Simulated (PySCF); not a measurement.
# PtS(OH)₂: relaxation and vibrations of the singlet

The task is one start of a wider search on PtS(OH)₂: the singlet, from a T-shaped (ligand arrangement 1) start. It is relaxed, tested by its Hessian and followed downhill if it is a saddle.

Method: PBE0, basis Pt def2-SVP with ECP60, S def2-SVP, O def2-SVP, H def2-SVP, scalar-relativistic core potentials, no spin–orbit coupling, density fitting; program: PySCF 2.14.0.

## (1) Starting geometry

6 atoms, charge 0, spin multiplicity 1.

Bond lengths: Pt1–S2 2.060 Å, Pt1–O3 1.860 Å, Pt1–O4 1.860 Å, O3–H5 0.960 Å, O4–H6 0.960 Å. Angles: S2–Pt1–O3 88.0°, S2–Pt1–O4 176.0°, O3–Pt1–O4 88.0°, Pt1–O3–H5 130.0°, Pt1–O4–H6 130.0°.

```xyz
6
charge 0 multiplicity 1
Pt    0.1316    0.0028   -0.1367
S    -1.9271    0.0028   -0.0648
O     0.1316    0.0028    1.7233
O     1.9905    0.0028   -0.0718
H    -0.6038    0.0028    2.3404
H     2.6072   -0.7326   -0.0503
```

## (2) T-shaped (ligand arrangement 1) start, singlet: relaxation

One driver script runs all steps and calls PySCF; scf.py shows how it sets up the SCF of each step. The optimiser is the driver's own. Before each start the driver seeks the lowest SCF state from one or more starting densities and follows internal instabilities, so scf.py alone need not reach the same state.

The program finds C1 symmetry in the start. The walk stops when the largest gradient is under 0.0003 Eh/bohr and the energy has settled too.

The input, scf.py:

```python
from pyscf import gto, scf, dft
mol = gto.M(atom='''
Pt     0.131577     0.002840    -0.136701
S     -1.927123     0.002840    -0.064801
O      0.131577     0.002840     1.723299
O      1.990477     0.002840    -0.071801
H     -0.603823     0.002840     2.340399
H      2.607177    -0.732560    -0.050301''',
    basis={'Pt': 'def2-SVP', 'S': 'def2-SVP', 'O': 'def2-SVP', 'H': 'def2-SVP'},
    ecp={'Pt': 'def2-SVP'},
    charge=0, spin=0)
mf = dft.RKS(mol, xc='PBE0')
mf.grids.atom_grid = (50, 194)
aux = {'Pt': 'def2-universal-JKFIT', 'S': 'def2-universal-JKFIT', 'O': 'def2-universal-JKFIT', 'H': 'def2-universal-JKFIT'}
mf = mf.density_fit(auxbasis=aux)
mf.kernel()
```

Steps of the walk (not every step is listed):

```csv
step,energy (Eh),change (kJ/mol),largest gradient (Eh/bohr)
0,-668.514628,0.00,0.04600
1,-668.534838,-53.06,0.02185
2,-668.545311,-80.56,0.02500
3,-668.549510,-91.58,0.02869
4,-668.555905,-108.37,0.02067
5,-668.560188,-119.62,0.01145
6,-668.560238,-119.75,0.02719
7,-668.562567,-125.86,0.00903
8,-668.563514,-128.35,0.00934
9,-668.563589,-128.55,0.03854
10,-668.566560,-136.35,0.00942
12,-668.570367,-146.34,0.01090
14,-668.572618,-152.25,0.00634
16,-668.572774,-152.66,0.00353
18,-668.572972,-153.18,0.00339
20,-668.573219,-153.83,0.00487
22,-668.573462,-154.47,0.00379
24,-668.573562,-154.73,0.00032
25,-668.573565,-154.74,0.00030
26,-668.573569,-154.75,0.00041
27,-668.573570,-154.75,0.00045
28,-668.573571,-154.75,0.00041
29,-668.573572,-154.76,0.00024
```

The walk ran for 40 s (4 threads, shared host).

It settles in C1 symmetry, 154.8 kJ/mol below the start, after 29 steps: O–H 0.967 Å, O–H 0.975 Å, Pt–O 1.908 Å, Pt–O 1.935 Å, Pt–S 2.068 Å; H–O–Pt 105.5°, H–O–Pt 108.3°, O–Pt–O 79.7°, O–Pt–S 135.0°, O–Pt–S 135.3°.

## (3) Vibrations and properties at this point

On the finer grid the gradient is checked again; gradients at displacements of ±0.01 bohr then give force constants and infrared intensities.

scf.py: that of step 2 with these lines changed.

```diff
@@ -3,6 +3,6 @@
-Pt     0.131577     0.002840    -0.136701
-S     -1.927123     0.002840    -0.064801
-O      0.131577     0.002840     1.723299
-O      1.990477     0.002840    -0.071801
-H     -0.603823     0.002840     2.340399
-H      2.607177    -0.732560    -0.050301''',
+Pt     0.057104     0.087990     0.024662
+S     -1.733101    -0.245889    -0.955425
+O      0.741592    -0.285870     1.796061
+O      1.895850    -0.226548    -0.378902
+H      0.071342    -0.023886     2.442192
+H      2.264256    -0.661422     0.411751''',
@@ -13 +13 @@
-mf.grids.atom_grid = (50, 194)
+mf.grids.atom_grid = (75, 302)
```

This SCF starts from the last density.

Log of the central SCF (cycles and frontier levels):

```text
init E= -668.573546211102
  HOMO = -0.283368269849905  LUMO = -0.181657161239644  gap/eV = 2.76770
cycle= 1 E= -668.573546209908  delta_E= 1.19e-09  |g|= 8.09e-05  |ddm|= 9.17e-05
  HOMO = -0.283362582620499  LUMO = -0.181650316044702  gap/eV = 2.76773
cycle= 2 E= -668.573546201242  delta_E= 8.67e-09  |g|= 0.000217  |ddm|= 0.000249
  HOMO = -0.283366592818707  LUMO = -0.18165526931994  gap/eV = 2.76771
cycle= 3 E= -668.573546211292  delta_E= -1.01e-08  |g|= 8.43e-06  |ddm|= 0.000182
  HOMO = -0.2833666853111  LUMO = -0.181655278923055  gap/eV = 2.76771
cycle= 4 E= -668.573546211314  delta_E= -2.21e-11  |g|= 1.17e-06  |ddm|= 9.21e-06
  HOMO = -0.283366667531433  LUMO = -0.181655288408953  gap/eV = 2.76771
Extra cycle  E= -668.57354621131  delta_E= 3.41e-12  |g|= 3.84e-06  |ddm|= 5.51e-06
converged SCF energy = -668.57354621131
```

The whole step took 66 s.

Geometry: C1; O–H 0.967 Å, O–H 0.975 Å, Pt–O 1.909 Å, Pt–O 1.935 Å, Pt–S 2.068 Å; H–O–Pt 105.4°, H–O–Pt 108.3°, O–Pt–O 79.7°, O–Pt–S 135.1° (×2).

Harmonic modes (main isotopes):

```tsv
symmetry	ω (cm⁻¹)	IR (km/mol)	μ (u)
a	96	0.3	12.83
a	127	2.1	8.95
a	237	14.3	3.01
a	344	109	1.23
a	529	21.5	7.50
a	553	67.1	1.42
a	590	50.4	9.66
a	661	53.9	10.58
a	965	78.8	1.10
a	1069	127	1.10
a	3735	111	1.07
a	3851	136	1.07
```

Every mode is real; the point is a minimum.

Constants and moments:

* Dipole moment: 2.01 D
* Highest occupied level: -7.71 eV
* Lowest empty level: -4.94 eV
* Rotational constants: 0.2835, 0.08027, 0.06545 cm⁻¹
* Zero-point energy: 76.3 kJ/mol
* Principal polarisabilities: 36.9, 50.0, 95.1 bohr³
* Atomisation energy without zero-point energy: 1668 kJ/mol
* Principal traceless quadrupole moments about the centre of mass: -3.83, 0.62, 3.22 D Å
* Entropy at 298.15 K and 1 bar: 337.9 J/(mol K)
* Heat capacity Cp at 298.15 K: 84.5 J/(mol K)
* Enthalpy at 298.15 K above 0 K: 17.94 kJ/mol
* Rotational symmetry number: 1

Populations by atom (charges in e):

| atom | Mulliken | Löwdin | polar tensor | Mayer order to Pt1 |
| --- | --- | --- | --- | --- |
| Pt1 | 0.40 | -0.21 | 0.88 | – |
| S2 | -0.09 | 0.29 | -0.25 | 1.98 |
| O3 | -0.41 | -0.16 | -0.60 | 0.93 |
| O4 | -0.35 | -0.11 | -0.59 | 0.96 |
| H5 | 0.22 | 0.10 | 0.28 | 0.01 |
| H6 | 0.22 | 0.10 | 0.28 | 0.02 |

Mulliken populations on Pt1 (outside its core potential): s 2.85, p 6.40, d 8.30, f 0.05.

## (4) Stability of the closed shell

At the lowest minimum the closed shell is tested against spin polarisation, on the (50, 194) grid. It is unstable: an open-shell solution lies lower. That solution was not followed to a minimum here.

## (5) Outcome

| quantity | value |
| --- | --- |
| minimum | singlet, C1 (closed shell, unstable towards spin polarisation) |
| geometry | O–H 0.967 Å, O–H 0.975 Å, Pt–O 1.909 Å, Pt–O 1.935 Å, Pt–S 2.068 Å; H–O–Pt 105.4°, H–O–Pt 108.3°, O–Pt–O 79.7°, O–Pt–S 135.1° (×2) |
| wavenumbers (cm⁻¹) | 96 (a), 127 (a), 237 (a), 344 (a), 529 (a), 553 (a), 590 (a), 661 (a), 965 (a), 1069 (a), 3735 (a), 3851 (a) |
| dipole moment | 2.01 D |
| highest occupied, lowest empty level | -7.71, -4.94 eV |
| polar-tensor charge of Pt1 | +0.88 e |
| zero-point energy | 76.3 kJ/mol |

The T-shaped (ligand arrangement 1) start ends in a minimum without symmetry. The strongest infrared band lies at 3851 cm⁻¹ (a). Other starts or spin states, not run here, may lie lower. The closed shell proved unstable towards spin polarisation, so a lower open-shell solution exists. Spin–orbit coupling, left out here, can matter for elements this heavy.

The search up to here took 1.9 min.
